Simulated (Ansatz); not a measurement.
# BBrH4Si: the cost of one run

All numbers are computed with the Python package of Ansatz 0.2.0. The levels of theory stand in the script.

## (1) The system

Bond lengths: B1–Si2 1.889 Å, Si2–Br3 2.243 Å, B1–H4 1.125 Å, B1–H5 1.240 Å, Si2–H6 1.480 Å, Si2–H7 1.494 Å. Angles: B1–Si2–Br3 107.6°, B1–Si2–H6 110.6°, B1–Si2–H7 110.1°, Br3–Si2–H6 110.3°, Br3–Si2–H7 109.6°, H6–Si2–H7 108.6°, Si2–B1–H4 122.2°, Si2–B1–H5 120.2°, H4–B1–H5 117.6°.

The script holds or builds the structure itself.

## (2) The script

The input, basis_bbrh4si.py:

```python
'''Basis-set convergence for BBrH4Si.'''

import warnings

import ansatz as az
from ase import Atoms


def main() -> None:
    warnings.simplefilter('ignore', az.DeckWarning)

    atoms = Atoms(['B', 'Si', 'Br', 'H', 'H', 'H', 'H'], positions=[
        [-0.9246, 0.0903, -0.6755],
        [0.6196, 0.0718, 0.4118],
        [0.9795, -2.0498, 1.043],
        [-1.4956, -0.847, -0.9212],
        [-1.3457, 1.1582, -1.1442],
        [0.4309, 0.9359, 1.599],
        [1.7971, 0.5726, -0.3585],
    ])
    system = az.Crystal.molecule_from_ase(atoms)

    model = system.calculation().functional('pbe0')

    energies = {}
    for basis in ['def2-SVP', 'def2-SVPD', 'def2-TZVP', 'def2-TZVPP']:
        data = model.basis(gaussian=basis).run(threads=1).report
        size = data['n_frozen'] + data['n_occupied'][0] + data['n_virtual'][0]
        energies[basis] = (data['reference_energy_ev'] / 27.211386246, data['free_energy_ev'] / 27.211386246)
        print(f'{basis:14s} {size:4d} orbitals  reference {energies[basis][0]:14.6f} Ha  total {energies[basis][1]:14.6f} Ha')

    last = energies['def2-TZVPP'][1]
    for basis, (_, total) in energies.items():
        print(f'{basis:14s} lies {27.211386 * (total - last):9.4f} eV above def2-TZVPP')


if __name__ == '__main__':
    main()
```

## (3) The run

Run with:

```bash
$ python basis_bbrh4si.py
```

**Question.** How long does this script take on 1 thread of Arm Neoverse V2, shared host, and how much memory does it need?

About 14 s, with a peak of 0.44 GiB.
